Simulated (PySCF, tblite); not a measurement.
# C₂H₃F₃O₂Si, a small gas-phase stand-in for a defect centre: NMR shifts, core binding energies and electronic excitations

Wanted: the NMR shifts, core binding energies and electronic excitations for `CO[C]O[Si](F)(F)F`. It is drawn as: twofold C.

Computed with tblite 0.8.0 and PySCF 2.14.0; each step states its level. No surroundings beyond the atoms listed, unless a continuum is named. Atoms count from 0, parts from 1.

## (1) The system as given

11 atoms, charge 0, multiplicity 1; geometry: distance geometry start.

## (2) Geometry optimisation with GFN2-xTB

The job: settings as JSON, then the geometry in Å.

```
{"job": {"kind": "relax", "xc": "GFN2-xTB", "basis": "xTB"}, "charge": 0, "multiplicity": 1}
C     -1.429630     1.391454     0.166495
O     -2.115002     1.262813    -1.026312
C     -1.964158     0.243756    -1.935479
O     -0.821439     1.314278     1.417706
Si     0.441607     0.164797     1.871924
F      0.905955    -0.712522     0.508511
F     -0.154117    -0.901518     3.044724
F      1.769144     0.988355     2.476280
H     -2.013740    -0.670748    -1.475175
H     -0.998912     0.358508    -2.378769
H     -2.671334     0.316723    -2.673955
```

Level: GFN2-xTB geometry optimisation, gas phase.

Run with:

```console
$ OMP_NUM_THREADS=1 python cluster_run.py task.json out
```

This one command runs all jobs of the session in turn.

**Question.** The jobs that follow are: PBE0-D3(BJ)/def2-SVP geometry optimisation, gas phase; GIAO PBE0/pcSseg-1 NMR shielding, non-relativistic, gas phase; delta-SCF UKS SCAN, pcX-2 on the ionised atom, pcseg-1 elsewhere, spin-free X2C; TDDFT CAM-B3LYP/def2-SVPD, vertical, gas phase, core orbitals frozen in the response. Predict: point group; rotational constants (main isotopes); 13C shifts against TMS (PBE0/pcSseg-1); 1H shifts against TMS (PBE0/pcSseg-1, means over atoms taken as alike); 17O shifts against H2O (PBE0/pcSseg-1); 29Si shifts against TMS (PBE0/pcSseg-1); 19F shifts against CFCl3 (PBE0/pcSseg-1, means over atoms taken as alike); C1s binding energies, SCAN/pcX-2; O1s binding energies, SCAN/pcX-2; Si2p binding energies, SCAN/pcX-2; lowest singlet (CAM-B3LYP/def2-SVPD); brightest single state of those computed; lowest triplet; vertical ionisation energy (ΔSCF).

The runs gave:

| quantity | value |
| --- | --- |
| point group | Cs |
| rotational constants (main isotopes) | 3.22, 0.97, 0.92 GHz |
| 13C shifts against TMS (PBE0/pcSseg-1) | 309.0, 51.0 ppm |
| 1H shifts against TMS (PBE0/pcSseg-1, means over atoms taken as alike) | 3.86, 3.86 ppm |
| 17O shifts against H2O (PBE0/pcSseg-1) | 320.4, 292.9 ppm |
| 29Si shifts against TMS (PBE0/pcSseg-1) | -96.1 ppm |
| 19F shifts against CFCl3 (PBE0/pcSseg-1, means over atoms taken as alike) | -154.7, -155.7 ppm |
| C1s binding energies, SCAN/pcX-2 | C0 294.39, C2 292.92 eV |
| O1s binding energies, SCAN/pcX-2 | O1 540.49, O3 540.15 eV |
| Si2p binding energies, SCAN/pcX-2 | Si4 111.41 eV |
| lowest singlet (CAM-B3LYP/def2-SVPD) | 4.64 eV (267 nm), f = 0.021 |
| brightest single state of those computed | state 5, 8.02 eV, f = 0.023 |
| lowest triplet | 2.70 eV |
| vertical ionisation energy (ΔSCF) | 9.82 eV |

**Reading.** The start of the PBE0/def2-SVP relaxation was shaken at random by about 0.01 Å, so part of the energy gained, and of the first lengths quoted, undoes that. Over 8 steps the energy fell by 0.386 eV; of the close pairs, O3–Si4 changed most, 1.556 to 1.652 Å (PBE0/def2-SVP). No frequency check was run at this level, so the end point may be a saddle. Hydrogens of an XH3 group are listed apart at this fixed geometry; free rotation makes them one line at their mean. At PBE0/pcSseg-1: The largest span, 509 ppm, is at C0, where the paramagnetic term is -370 ppm. At SCAN/pcX-2: C0 (carbon bonded to 2 O) binds its C1s electron 1.46 eV more tightly than C2 (carbon bonded to O, 3 H). At SCAN/pcX-2: The O1s levels kept as sound span 0.34 eV, from O3 (oxygen bonded to C, Si) up to O1 (oxygen bonded to 2 C). The lowest singlet, at 4.64 eV, is HOMO→LUMO 0.98 and is weak; of the 6 states computed, the strongest absorption comes from state 5 at 8.02 eV. The lowest triplet lies 1.94 eV below the lowest singlet (triplets in Tamm-Dancoff, singlets in full TDDFT). ΔSCF puts the ionisation energy at 9.82 eV, 1.06 eV above −ε(HOMO). A capped cluster stands for the solid here, so long-range fields and strain are missing, and bands or shifts of the capping hydrogens have no counterpart in it.
